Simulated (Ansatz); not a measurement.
Write a Python script for the Python package of Ansatz (0.2.0) that makes a short molecular-dynamics run of B₂H₄OS, SMILES BB(O)S. Level of theory: BLYP, 6-31G basis, multiplicity 1, D4 dispersion.

```yaml
atoms:
  - { symbol: B, position_ang: [0.2865, 1.2531, 0.0726] }
  - { symbol: B, position_ang: [0.0367, -0.3498, 0.0133] }
  - { symbol: O, position_ang: [0.5704, -1.1807, 1.0577] }
  - { symbol: S, position_ang: [-0.8542, -1.1268, -1.3959] }
  - { symbol: H, position_ang: [-0.2215, 1.9669, -0.8083] }
  - { symbol: H, position_ang: [0.8409, 1.8113, 0.9448] }
  - { symbol: H, position_ang: [1.5353, -1.4190, 0.7524] }
  - { symbol: H, position_ang: [-2.1020, -1.0120, -0.6925] }
```

The script, `md_b2h4os.py`:
```python
'''Molecular dynamics of one B2H4OS molecule.'''

import warnings

import ansatz as az
import numpy as np

params = {
    'basis': '6-31G',
    'functional': 'BLYP',
    'dispersion': 'd4',
    'n_steps': 30,
    'temperature_k': 300,
}


def main() -> None:
    warnings.simplefilter('ignore', az.DeckWarning)

    geometry_ang = [
        ('B', (0.2865, 1.2531, 0.0726)),
        ('B', (0.0367, -0.3498, 0.0133)),
        ('O', (0.5704, -1.1807, 1.0577)),
        ('S', (-0.8542, -1.1268, -1.3959)),
        ('H', (-0.2215, 1.9669, -0.8083)),
        ('H', (0.8409, 1.8113, 0.9448)),
        ('H', (1.5353, -1.419, 0.7524)),
        ('H', (-2.102, -1.012, -0.6925)),
    ]
    system = az.Crystal.molecule()
    for symbol, xyz in geometry_ang:
        system = system.atom(symbol, xyz)

    calculation = (
        system.calculation()
        .basis(gaussian=params['basis'])  # atom-centred Gaussian functions
        .functional(params['functional'], dispersion=params['dispersion'])
        .md('nvt_nose_hoover', timestep=0.5, steps=params['n_steps'], temperature=params['temperature_k'], initial_velocities='maxwell_boltzmann', seed=9, thermostat_time=50)
    )
    frames = []
    calculation.session().plan().execute(on_event=lambda e: frames.append(e['data']) if e['event'] == 'md_step' else None)
    print('t (fs)   E_pot (eV)      E_kin (eV)   T (K)   d(0-1) (A)')
    for f in frames[::2]:
        xyz = np.array(f['positions_ang'])
        print(f'{f["time_fs"]:6.2f} {f["lagrangian_ev"]:14.5f} {f["e_kin_ev"]:10.5f} {f["temperature_k"]:8.1f} {np.linalg.norm(xyz[0] - xyz[1]):9.4f}')
    kept = np.array([f['conserved_ev'] for f in frames])
    print(f'conserved energy moves by at most {1000 * np.ptp(kept):.3f} meV')


if __name__ == '__main__':
    main()
```

```console
$ python md_b2h4os.py
t (fs)   E_pot (eV)      E_kin (eV)   T (K)   d(0-1) (A)
  0.00   -14295.88107    0.23267    300.0    1.6233
  1.00   -14295.87911    0.23057    297.3    1.6211
  2.00   -14295.90227    0.25332    326.6    1.6224
  3.00   -14295.92608    0.27682    356.9    1.6277
  4.00   -14295.93663    0.28779    371.1    1.6366
  5.00   -14295.96214    0.31376    404.6    1.6488
  6.00   -14296.03116    0.38183    492.3    1.6634
  7.00   -14296.10762    0.45694    589.2    1.6797
  8.00   -14296.14732    0.49582    639.3    1.6966
  9.00   -14296.15864    0.50627    652.8    1.7132
 10.00   -14296.17864    0.52468    676.5    1.7287
 11.00   -14296.22964    0.57267    738.4    1.7425
 12.00   -14296.28935    0.62795    809.7    1.7541
 13.00   -14296.31391    0.64801    835.5    1.7636
 14.00   -14296.31460    0.64394    830.3    1.7711
 15.00   -14296.33536    0.65735    847.6    1.7768
conserved energy moves by at most 1.608 meV
```

Reading the output:
- Total energies depend on the basis set; only differences at equal settings carry meaning.
- The trajectory is only some femtoseconds long, so its temperature is not equilibrated; where the script doesn't relax first, it starts from a rough generated geometry.
- The temperature counts the internal degrees of freedom alone.
- Hardware and time: 49 s on 1 thread of Arm Neoverse V2 (shared host), peak memory 0.17 GiB.

(Lines on the test bed's own set-up are left out of the output.)
